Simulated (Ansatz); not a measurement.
**GaH (triplet): RPA-PBE over a scan of the distance Ga1–H2, cc-pVQZ**

Aim: run GaH (triplet) with these functionals over a scan of the distance Ga1–H2, and hold them against the top wave-function level at the same points.

The runs use Ansatz 0.2.0, Gaussian basis; cc-pVQZ, all electrons in the functionals, frozen cores in the correlation of double hybrids and RPA.

Plan: RPA-PBE, at 1.298 Å; 1.475 Å; 1.607 Å; 1.744 Å; 1.914 Å; 2.249 Å; 2.620 Å; 3.002 Å; 3.474 Å; 4.370 Å; 5.369 Å.

22 further runs of the same task are left out: 3 for a known fault of the program, 15 that didn't finish, 4 set aside as unsound or not needed.

### Step 1. The system

The geometry derives from a PBE0/def2-TZVP stationary point (not a proven minimum). One bond is set to the value named and the two fragments are kept rigid. No spin-orbit coupling is included. The filled d shell of Ga may be among the frozen orbitals whatever the setting's name suggests; the logs give the count.

2 atoms, charge 0, spin multiplicity 3.

Atoms are counted from 1 here; the program's logs count them from 0.

Bond lengths: Ga1–H2 1.607 Å.

No dispersion term is added.

The geometry shown and the zero of energy belong to the point 1.607 Å. The yardstick, FCI, and other wave-function levels (R restricted, U unrestricted, valence and pair active spaces) come from earlier runs.

### Step 2. RPA-PBE, 1.298 Å

Contents of in.yaml:

```yaml
crystal:
  periodic: [false, false, false]
  atoms:
    - {symbol: Ga, position_ang: [0.000000, 0.000000, 0.000000]}
    - {symbol: H, position_ang: [0.000000, 0.000000, 1.298000]}
basis:
  gaussian: {orbitals: cc-pVQZ}
magnetization: {spin_polarized: true, initial_magnetization: 2}
hamiltonian: {xc: {name: PBE}}
correlation: {method: rpa, electrons: outside_noble_gas}
```

Launch:

```bash
> ansatz run in.yaml --threads 1 --pin off --events-out ev --progress --plain --max-ram 2393MiB
```

After this run come: RPA-PBE, 1.475 Å; RPA-PBE, 1.607 Å; RPA-PBE, 1.744 Å; RPA-PBE, 1.914 Å; RPA-PBE, 2.249 Å; RPA-PBE, 2.620 Å; RPA-PBE, 3.002 Å; RPA-PBE, 3.474 Å; RPA-PBE, 4.370 Å; RPA-PBE, 5.369 Å.

Before running them: what should the planned runs give, taken together? Wanted: span of the FCI curve; largest miss, RPA-PBE.

**Answer**, as computed:

```
             quantity                    value
span of the FCI curve            21.5 kcal/mol
largest miss, RPA-PBE  -2.6 kcal/mol (5.369 Å)
```

RPA-PBE strays by up to 2.6 kcal/mol, at 5.369 Å. Functionals and the yardstick converge differently with the basis, so part of each miss in cc-pVQZ is the basis.
